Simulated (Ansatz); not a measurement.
# BH₇O₂Si₂: small, medium and large basis sets

An exercise on one series of results from a longer session: the logs are not shown, and one member is left open.

Computed with Ansatz 0.2.0, Gaussian basis. Level: one geometry, several basis sets.

The runs, in order: PBE0-D4/def2-SVP; ωB97M-V/def2-SVP; PBE0-D4/def2-QZVPP; ωB97M-V/def2-QZVPP; the functionals' def2-TZVPP values are taken from earlier runs.

## Structure used throughout

The geometry comes from an earlier relaxation with PBE0-D4 in a triple-zeta def2 set; it is a stationary point, not always the lowest conformer.

SMILES `OBO[SiH2][SiH3]`, 12 atoms, charge 0, spin multiplicity 1.

Atoms are counted from 1 here; the program's logs count them from 0.

Bond lengths: O1–B2 1.352 Å, O1–H6 0.963 Å, B2–O3 1.361 Å, B2–H7 1.200 Å, O3–Si4 1.658 Å, Si4–Si5 2.346 Å, Si4–H8 1.487 Å, Si4–H9 1.487 Å, Si5–H10 1.487 Å, Si5–H11 1.487 Å, Si5–H12 1.489 Å. Angles: B2–O1–H6 112.3°, O1–B2–O3 120.5°, O1–B2–H7 117.8°, O3–B2–H7 121.8°, B2–O3–Si4 131.9°, O3–Si4–Si5 112.7°, O3–Si4–H8 107.6°, O3–Si4–H9 107.6°, Si5–Si4–H8 110.3°, Si5–Si4–H9 110.3°, H8–Si4–H9 108.2°, Si4–Si5–H10 111.2°, Si4–Si5–H11 111.2°, Si4–Si5–H12 107.8°, H10–Si5–H11 109.1°, H10–Si5–H12 108.7°, H11–Si5–H12 108.7°.

Set-up of the first run:

in.yaml reads:

```yaml
crystal:
  periodic: [false, false, false]
  atoms:
    - {symbol: O, position_ang: [0.150981, 2.462747, 1.932253]}
    - {symbol: B, position_ang: [0.236957, 1.384505, 1.120460]}
    - {symbol: O, position_ang: [-0.873372, 0.893002, 0.505848]}
    - {symbol: Si, position_ang: [-1.094885, -0.387292, -0.524587]}
    - {symbol: Si, position_ang: [0.898342, -1.534859, -0.986264]}
    - {symbol: H, position_ang: [-0.749076, 2.798017, 1.998995]}
    - {symbol: H, position_ang: [1.317045, 0.885712, 0.966475]}
    - {symbol: H, position_ang: [-2.084061, -1.303446, 0.102310]}
    - {symbol: H, position_ang: [-1.686262, 0.143796, -1.781158]}
    - {symbol: H, position_ang: [1.892894, -0.644095, -1.640823]}
    - {symbol: H, position_ang: [1.492984, -2.099130, 0.254295]}
    - {symbol: H, position_ang: [0.575552, -2.654354, -1.913806]}
basis:
  gaussian: {orbitals: def2-SVP}
hamiltonian: {xc: pbe0, dispersion: d4}
output: {orbitals: {seedname: orbitals}}
```

Steps of the session up to this table: PBE0-D4 in def2-SVP; ωB97M-V in def2-SVP; PBE0-D4 in def2-QZVPP; ωB97M-V in def2-QZVPP.

One table of the session follows, with a row left open; its other results are not shown here.

It belongs to the step «Functionals by basis». 

```
functional       basis  HOMO (eV)  LUMO (eV)
   PBE0-D4    def2-SVP      -8.17       0.01
   PBE0-D4  def2-TZVPP      -8.16      -0.31
   PBE0-D4  def2-QZVPP      -8.17      -0.40
   ωB97M-V    def2-SVP     -10.20       1.93
   ωB97M-V  def2-TZVPP          ?          ?
   ωB97M-V  def2-QZVPP     -10.24       1.14
```

**Question.** Estimate the row for ωB97M-V, def2-TZVPP.

**Answer.** HOMO (eV): -10.23; LUMO (eV): 1.45. In the column «HOMO (eV)» it lies between ωB97M-V, def2-QZVPP (-10.24) and ωB97M-V, def2-SVP (-10.20).
